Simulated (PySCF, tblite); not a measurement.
**C3H10GeSSi2: geometry, infrared bands and NMR shifts**

What infrared bands and NMR shifts should C3H10GeSSi2 (`[SiH3]C[Si@H](S)C#[C][GeH3]`) show?

Programs: tblite 0.8.0 and PySCF 2.14.0, with density-fitted response routines of our own. Each step states its level of theory. These are calculated values for one molecule in the gas phase, unless marked as measured. Atoms are numbered from 0 throughout.

### 1 Starting geometry

17 atoms, charge 0, multiplicity 1; geometry from: force field or distance geometry start.

Bonds of the start (Å): Si0–C1 1.87, C1–Si2 1.87, Si2–S3 2.16, Si2–C4 1.80, C4–C5 1.22, C5–Ge6 1.91, Si0–H7 1.48, Si0–H8 1.47, Si0–H9 1.48, C1–H10 1.11, C1–H11 1.10, Si2–H12 1.49, S3–H13 1.40, Ge6–H14 1.55, Ge6–H15 1.52, Ge6–H16 1.55.

### 2 Relaxing the molecule with GFN2-xTB

The job: settings as JSON, then the geometry in Å.

```
{"job": {"kind": "relax", "xc": "GFN2-xTB", "basis": "xTB"}, "charge": 0, "multiplicity": 1}
Si    -2.449100    -1.582200     0.849700
C     -1.637400    -0.533000    -0.471100
Si    -0.790100     0.941900     0.300400
S     -1.094700     2.755300    -0.826300
C      0.981500     0.606800     0.319400
C      2.180700     0.388500     0.333400
Ge     4.054400     0.032200     0.393500
H     -3.067100    -0.756900     1.910600
H     -1.440700    -2.522400     1.373200
H     -3.482900    -2.391500     0.176100
H     -2.392300    -0.134700    -1.176900
H     -0.914100    -1.125800    -1.052200
H     -1.294600     1.215600     1.671400
H     -2.233200     3.462100    -0.429800
H      4.216400    -1.309200     1.157900
H      4.530100    -0.173000    -1.038200
H      4.826000     1.138400     1.148300
```

Command:

```
> OMP_NUM_THREADS=1 python probes_run.py task.json out
```

One launch serves the whole session: the jobs run in the order shown.

Output:

```text
step      E/eV     max force
  0    -546.13309    1.921
  1    -546.21615    3.223
  2    -546.29500    1.036
  3    -546.33599    0.484
  4    -546.37973    0.433
  5    -546.40748    0.501
  6    -546.42860    0.370
  7    -546.44612    0.325
  8    -546.46020    0.299
  9    -546.47143    0.286
 10    -546.47833    0.197
 11    -546.48221    0.141
 12    -546.48505    0.157
 13    -546.48750    0.141
 14    -546.48979    0.146
 15    -546.49186    0.137
 16    -546.49357    0.145
 17    -546.49494    0.110
 18    -546.49601    0.104
 19    -546.49690    0.068
 20    -546.49773    0.076
 21    -546.49851    0.076
 22    -546.49923    0.078
 23    -546.49997    0.079
 24    -546.50079    0.070
 25    -546.50176    0.108
 26    -546.50291    0.121
 27    -546.50418    0.111
 28    -546.50545    0.118
 29    -546.50664    0.102
 30    -546.50789    0.090
 31    -546.50933    0.106
 32    -546.51078    0.083
 33    -546.51195    0.088
 34    -546.51288    0.068
 35    -546.51384    0.087
 36    -546.51480    0.088
 37    -546.51552    0.071
 38    -546.51609    0.060
 39    -546.51681    0.078
 40    -546.51797    0.135
 41    -546.51961    0.155
 42    -546.52127    0.105
 43    -546.52226    0.055
 44    -546.52280    0.054
 45    -546.52354    0.091
 46    -546.52487    0.141
 47    -546.52659    0.142
 48    -546.52775    0.104
 49    -546.52873    0.063
 50    -546.52924    0.054
 51    -546.52998    0.067
 52    -546.53076    0.092
 53    -546.53176    0.099
 54    -546.53247    0.072
 55    -546.53310    0.052
 56    -546.53370    0.057
 57    -546.53429    0.049
 58    -546.53469    0.045
 59    -546.53495    0.054
 60    -546.53516    0.044
 61    -546.53546    0.079
 62    -546.53583    0.051
 63    -546.53640    0.026
 64    -546.53656    0.027
 65    -546.53673    0.029
 66    -546.53682    0.028
 67    -546.53698    0.026
 68    -546.53714    0.031
 69    -546.53734    0.030
 70    -546.53751    0.025
 71    -546.53761    0.018
 72    -546.53767    0.023
 73    -546.53776    0.030
 74    -546.53793    0.035
 75    -546.53823    0.039
 76    -546.53860    0.042
 77    -546.53889    0.041
 78    -546.53910    0.032
 79    -546.53928    0.032
 80    -546.53949    0.033
 81    -546.53981    0.039
 82    -546.54023    0.058
 83    -546.54051    0.032
 84    -546.54064    0.031
 85    -546.54073    0.028
 86    -546.54084    0.026
 87    -546.54104    0.034
 88    -546.54153    0.036
 89    -546.54225    0.054
 90    -546.54287    0.057
 91    -546.54337    0.095
 92    -546.54396    0.047
 93    -546.54439    0.069
 94    -546.54486    0.101
 95    -546.54591    0.134
 96    -546.54695    0.129
 97    -546.54783    0.077
 98    -546.54847    0.076
 99    -546.54868    0.069
100    -546.54894    0.043
101    -546.54908    0.036
102    -546.54984    0.042
103    -546.55029    0.049
104    -546.55087    0.060
105    -546.55107    0.132
106    -546.55124    0.056
107    -546.55139    0.045
108    -546.55169    0.035
109    -546.55205    0.080
110    -546.55247    0.044
111    -546.55284    0.035
112    -546.55294    0.027
113    -546.55313    0.029
114    -546.55334    0.031
115    -546.55350    0.033
116    -546.55368    0.038
117    -546.55367    0.062
118    -546.55396    0.026
119    -546.55410    0.025
120    -546.55450    0.029
121    -546.55467    0.031
122    -546.55483    0.035
123    -546.55497    0.035
124    -546.55516    0.030
125    -546.55537    0.026
126    -546.55561    0.024
127    -546.55581    0.025
128    -546.55596    0.027
129    -546.55608    0.022
130    -546.55618    0.018
131    -546.55624    0.016
132    -546.55623    0.035
133    -546.55630    0.024
134    -546.55635    0.019
135    -546.55645    0.022
136    -546.55659    0.024
137    -546.55668    0.021
138    -546.55678    0.021
139    -546.55689    0.019
140    -546.55703    0.025
141    -546.55718    0.048
142    -546.55726    0.029
143    -546.55743    0.040
144    -546.55760    0.035
145    -546.55779    0.019
146    -546.55788    0.018
147    -546.55802    0.030
148    -546.55812    0.035
149    -546.55839    0.036
150    -546.55871    0.044
151    -546.55906    0.036
152    -546.55936    0.035
153    -546.55951    0.048
154    -546.55980    0.065
155    -546.56000    0.035
156    -546.56027    0.025
157    -546.56040    0.032
158    -546.56056    0.032
159    -546.56092    0.033
160    -546.56104    0.034
161    -546.56117    0.026
162    -546.56130    0.019
163    -546.56136    0.019
164    -546.56145    0.018
165    -546.56153    0.026
166    -546.56163    0.026
167    -546.56172    0.022
168    -546.56180    0.021
169    -546.56187    0.024
170    -546.56194    0.026
171    -546.56200    0.028
172    -546.56207    0.028
173    -546.56216    0.024
174    -546.56229    0.043
175    -546.56248    0.057
176    -546.56274    0.053
177    -546.56305    0.035
178    -546.56335    0.037
179    -546.56366    0.038
180    -546.56400    0.048
181    -546.56431    0.043
182    -546.56454    0.055
183    -546.56463    0.041
184    -546.56483    0.038
185    -546.56499    0.056
186    -546.56516    0.036
187    -546.56536    0.042
188    -546.56556    0.031
189    -546.56573    0.035
190    -546.56590    0.043
191    -546.56605    0.044
192    -546.56624    0.032
193    -546.56644    0.028
194    -546.56657    0.027
195    -546.56672    0.032
196    -546.56683    0.028
197    -546.56693    0.041
198    -546.56707    0.032
199    -546.56733    0.033
200    -546.56760    0.034
201    -546.56786    0.042
202    -546.56819    0.035
203    -546.56845    0.110
204    -546.56914    0.053
205    -546.56977    0.049
206    -546.57040    0.092
207    -546.57046    0.092
208    -546.57107    0.043
209    -546.57160    0.085
210    -546.57213    0.066
211    -546.57275    0.070
212    -546.57314    0.081
213    -546.57346    0.037
214    -546.57386    0.061
215    -546.57415    0.112
216    -546.57459    0.096
217    -546.57541    0.088
218    -546.57596    0.085
219    -546.57657    0.074
220    -546.57694    0.047
221    -546.57737    0.081
222    -546.57788    0.055
223    -546.57827    0.035
224    -546.57845    0.033
225    -546.57858    0.045
226    -546.57885    0.048
227    -546.57920    0.066
228    -546.57968    0.071
229    -546.58002    0.097
230    -546.58048    0.066
231    -546.58078    0.064
232    -546.58134    0.067
233    -546.58155    0.043
234    -546.58176    0.028
235    -546.58189    0.028
236    -546.58196    0.017
237    -546.58209    0.018
238    -546.58218    0.021
239    -546.58226    0.022
240    -546.58232    0.015
241    -546.58237    0.020
242    -546.58241    0.012
243    -546.58244    0.013
244    -546.58248    0.013
245    -546.58252    0.016
246    -546.58255    0.014
247    -546.58256    0.010
```

Wall time 2.5 s (1 thread of Arm Neoverse V1, shared host).

The steps of the relaxation: (not every step is listed)

```tsv
step	energy from step 0 (eV)	largest force (eV/Å)
0	0.0000	1.9208
1	-0.0831	3.2227
2	-0.1619	1.0359
3	-0.2029	0.4839
4	-0.2466	0.4331
5	-0.2744	0.5008
6	-0.2955	0.3703
7	-0.3130	0.3246
8	-0.3271	0.2994
31	-0.3762	0.1058
54	-0.3994	0.0721
77	-0.4058	0.0405
100	-0.4158	0.0427
123	-0.4219	0.0346
146	-0.4248	0.0180
169	-0.4288	0.0240
192	-0.4331	0.0323
215	-0.4411	0.1120
238	-0.4491	0.0213
242	-0.4493	0.0119
243	-0.4493	0.0128
244	-0.4494	0.0130
245	-0.4494	0.0158
246	-0.4495	0.0144
247	-0.4495	0.0102
```

Distances of close pairs at the start and the end, largest changes first:

```tsv
bond	before (Å)	after (Å)	change (Å)
S3–H13	1.397	1.324	-0.073
Ge6–H14	1.552	1.491	-0.061
Ge6–H16	1.546	1.490	-0.056
Si2–C4	1.803	1.851	+0.048
Ge6–H15	1.523	1.491	-0.031
Si0–C1	1.872	1.902	+0.030
Si2–H12	1.486	1.457	-0.029
C1–Si2	1.868	1.896	+0.029
```

The next job starts from the end point, and lists it.

### 3 Vibrational analysis with GFN2-xTB

The job: settings as JSON, then the geometry in Å.

```
{"job": {"kind": "ir", "xc": "GFN2-xTB", "basis": "xTB"}, "charge": 0, "multiplicity": 1}
Si    -1.990699    -1.775836     0.751772
C     -2.062898    -0.141815    -0.219340
Si    -1.008889     1.249046     0.522738
S     -1.137576     3.040881    -0.695945
C      0.767086     0.726732     0.536060
C      1.931668     0.395123     0.493880
Ge     3.745893    -0.143881     0.449775
H     -2.460739    -1.535688     2.116915
H     -0.610256    -2.258118     0.777777
H     -2.856012    -2.758230     0.094524
H     -3.099229     0.193074    -0.281631
H     -1.744831    -0.329188    -1.246560
H     -1.440545     1.711178     1.835217
H     -0.662301     2.495009    -1.804877
H      3.870728    -1.456062     1.147303
H      4.173056    -0.284956    -0.972105
H      4.578545     0.884762     1.134051
```

Output:

```text
mode    cm-1     km/mol
  1     -21.8      0.01
  2      25.8      0.07
  3      48.1      1.16
  4      61.2      1.16
  5      85.7      7.61
  6     104.4     18.73
  7     112.2      1.83
  8     153.9     15.25
  9     180.5      8.04
 10     191.8      3.30
 11     279.8     11.61
 12     298.8     13.39
 13     337.6     11.16
 14     479.0     49.99
 15     491.9     19.58
 16     525.6     44.51
 17     541.6     88.62
 18     543.0    106.50
 19     589.3    114.69
 20     609.2    124.27
 21     689.2     70.67
 22     708.4    133.87
 23     726.1    129.20
 24     754.8    652.74
 25     782.2    209.90
 26     785.4    203.30
 27     794.4    521.21
 28     801.4     25.33
 29     833.7     90.88
 30     838.7    109.79
 31     840.8    127.43
 32    1014.2      3.09
 33    1134.8    116.19
 34    1444.4      0.64
 35    2021.1    170.79
 36    2092.4    387.43
 37    2099.8    387.41
 38    2222.3      6.42
 39    2253.6    357.68
 40    2263.1    231.97
 41    2273.8    230.59
 42    2307.4    301.41
 43    2469.3    130.13
 44    2963.1     31.09
 45    2976.0     13.53
```

It took 0.89 s on 1 thread of Arm Neoverse V1, shared host.

The strongest bands and the atoms that carry them (share of the mass-weighted mode):

```tsv
cm⁻¹	km/mol	atoms
755	652.7	H14 25 %, H16 24 %, H15 24 %
794	521.2	H7 27 %, H8 22 %, H9 21 %, Si0 18 %
2092	387.4	H15 51 %, H14 48 %
2100	387.4	H16 71 %, H14 15 %, H15 12 %
2254	357.7	H9 95 %
2263	232.0	H7 93 %
2274	230.6	H8 96 %
2307	301.4	H12 95 %
```

### 4 Nuclear shieldings: PBE0/pcSseg-1

Settings changed since step 3:

```diff
@@ -1,2 +1,2 @@
-{"job": {"kind": "ir", "xc": "GFN2-xTB", "basis": "xTB"}, "charge": 0, "multiplicity": 1}
+{"job": {"kind": "nmr", "xc": "PBE0", "basis": "pcSseg-1"}, "charge": 0, "multiplicity": 1}
 Si    -1.990699    -1.775836     0.751772
```

With the program's defaults for keys left out, this is: GIAO PBE0/pcSseg-1 NMR shielding, non-relativistic, gas phase.

Output:

```text
coarse grid: 66816 points
cycle   1  E = -3173.3249412006  dE = -2.522e-01  |g| = 9.671e-01  |ddm| = 4.136e+00
cycle   2  E = -3173.2996602273  dE =  2.528e-02  |g| = 9.850e-01  |ddm| = 1.335e+00
cycle   3  E = -3173.4213546057  dE = -1.217e-01  |g| = 9.755e-02  |ddm| = 7.713e-01
cycle   4  E = -3173.4214390296  dE = -8.442e-05  |g| = 8.673e-02  |ddm| = 1.480e-01
cycle   5  E = -3173.4233476107  dE = -1.909e-03  |g| = 1.376e-02  |ddm| = 6.857e-02
cycle   6  E = -3173.4233971147  dE = -4.950e-05  |g| = 3.469e-03  |ddm| = 1.863e-02
cycle   7  E = -3173.4233999546  dE = -2.840e-06  |g| = 7.749e-04  |ddm| = 4.629e-03
final grid: 135984 points
cycle   8  E = -3173.4234263483  dE =  1.970e-08  |g| = 9.019e-04  |ddm| = 2.376e-03
cycle   9  E = -3173.4234262082  dE =  1.402e-07  |g| = 1.185e-03  |ddm| = 1.852e-03
cycle  10  E = -3173.4234265326  dE = -3.244e-07  |g| = 1.718e-04  |ddm| = 1.045e-03
cycle  11  E = -3173.4234265398  dE = -7.208e-09  |g| = 4.419e-05  |ddm| = 1.519e-04
cycle  12  E = -3173.4234265403  dE = -5.275e-10  |g| = 5.079e-06  |ddm| = 4.529e-05
converged SCF energy = -3173.4234265403

GIAO shielding tensors (ppm)
atom      isotropic    diamagn.    paramagn.     s11        s22        s33       span
  0 Si     426.382     880.605    -454.223    405.304    409.690    464.152     58.848
  1 C      186.323     260.368     -74.045    179.692    183.178    196.098     16.406
  2 Si     380.014     882.052    -502.038    321.723    394.105    424.214    102.492
  3 S      690.781    1057.578    -366.797    619.156    650.144    803.042    183.887
  4 C       67.854     265.547    -197.693    -37.957    -30.192    271.712    309.670
  5 C       71.405     276.247    -204.842    -20.949    -14.747    249.912    270.861
  6 Ge    1616.811    2754.778   -1137.967   1587.988   1591.673   1670.773     82.786
  7 H       27.880      29.483      -1.603     24.510     25.982     33.148      8.638
  8 H       27.649      31.041      -3.392     23.358     27.687     31.902      8.544
  9 H       27.654      29.020      -1.366     23.935     25.196     33.832      9.896
 10 H       31.527      30.210       1.318     25.898     29.797     38.886     12.988
 11 H       31.573      35.106      -3.533     27.262     30.229     37.227      9.965
 12 H       26.830      29.170      -2.340     23.864     24.664     31.962      8.098
 13 H       31.281      32.533      -1.252     24.246     28.538     41.060     16.813
 14 H       27.789      28.429      -0.640     20.643     23.353     39.370     18.727
 15 H       27.816      28.565      -0.749     20.779     23.303     39.366     18.587
 16 H       27.789      27.589       0.200     20.708     23.011     39.648     18.940
```

Run time: 50 s. Hardware: 1 thread of Arm Neoverse V1, shared host; peak memory 1.1 GiB.

The references, computed at this level on geometries of the same kind, shield at (ppm): ¹H TMS 31.72, ¹³C TMS 186.9, ²⁹Si TMS 349.2, ³³S CS2 504, ⁷³Ge GeMe4 1331. Their shielding less the atom's gives the shift. The references are single molecules in the gas phase. Atoms listed in one row are averaged.

```tsv
atoms	environment	σ (ppm)	δ (ppm)
C4	alkyne carbon	67.9	119.1
C5	alkyne carbon	71.4	115.5
C1	sp3 CH2 bonded to 2 Si	186.3	0.6
H12	hydrogen on a silicon bonded to 2 C, S	26.83	4.89
H7, H8, H9	hydrogen on a silicon bonded to C	27.73	3.99
H14, H15, H16	hydrogen on a germanium bonded to C	27.80	3.92
H13	hydrogen on a sulfur bonded to Si	31.28	0.44
H10	hydrogen on an sp3 CH2 bonded to 2 Si	31.53	0.19
H11	hydrogen on an sp3 CH2 bonded to 2 Si	31.57	0.14
Si2	silicon bonded to 2 C, S, H	380.0	-30.9
Si0	silicon bonded to C, 3 H	426.4	-77.2
S3	sulfur bonded to Si, H	691	-187
Ge6	germanium bonded to C, 3 H	1617	-286
```

Charges from the same density, by scheme (e):

```tsv
atoms	Mulliken	IAO	Hirshfeld	ESP fit
Si0	0.48	0.61	0.31	0.55
C1	-0.84	-0.83	-0.25	-0.52
Si2	0.74	0.86	0.36	0.55
S3	-0.37	-0.31	-0.15	-0.41
C4	-0.38	-0.33	-0.16	-0.36
C5	-0.27	-0.27	-0.14	-0.07
Ge6	0.36	0.53	0.34	0.32
```

Mayer bond orders: Si0–C1 0.91, C1–Si2 0.93, Si2–S3 1.02, Si2–C4 0.90, C4–C5 2.71, C5–Ge6 0.80.

### 5 Outcome

```
                                                              quantity                                   value
                             strongest single infrared mode (GFN2-xTB)                    755 cm⁻¹, 653 km/mol
                                          zero-point energy (GFN2-xTB)                           62.5 kcal/mol
                                ¹³C shifts against TMS (PBE0/pcSseg-1)                   119.1, 115.5, 0.6 ppm
¹H shifts against TMS (PBE0/pcSseg-1, means over atoms taken as alike)  4.89, 3.99, 3.92, 0.44, 0.19, 0.14 ppm
                               ²⁹Si shifts against TMS (PBE0/pcSseg-1)                        -30.9, -77.2 ppm
                                ³³S shifts against CS2 (PBE0/pcSseg-1)                                -187 ppm
                             ⁷³Ge shifts against GeMe4 (PBE0/pcSseg-1)                                -286 ppm
```

In words: The optimisation took 247 steps and gained 0.449 eV; among the close pairs (by a distance rule), S3–H13 changed most, from 1.397 to 1.324 Å. The lowest mode is imaginary (22i cm⁻¹), so the xTB geometry is not a minimum. The strongest single mode, at 755 cm⁻¹, has its largest shares on H14, H16 and H15 (the list is cut at 3 atoms). Unscaled tight-binding wavenumbers are off by several per cent, some by more. Its intensities can rank the bands wrongly. At PBE0/pcSseg-1: The largest span, 310 ppm, is at C4, where the paramagnetic term is -198 ppm. Spin-orbit coupling is left out, which matters for shieldings and couplings at and beside the heavy atoms.
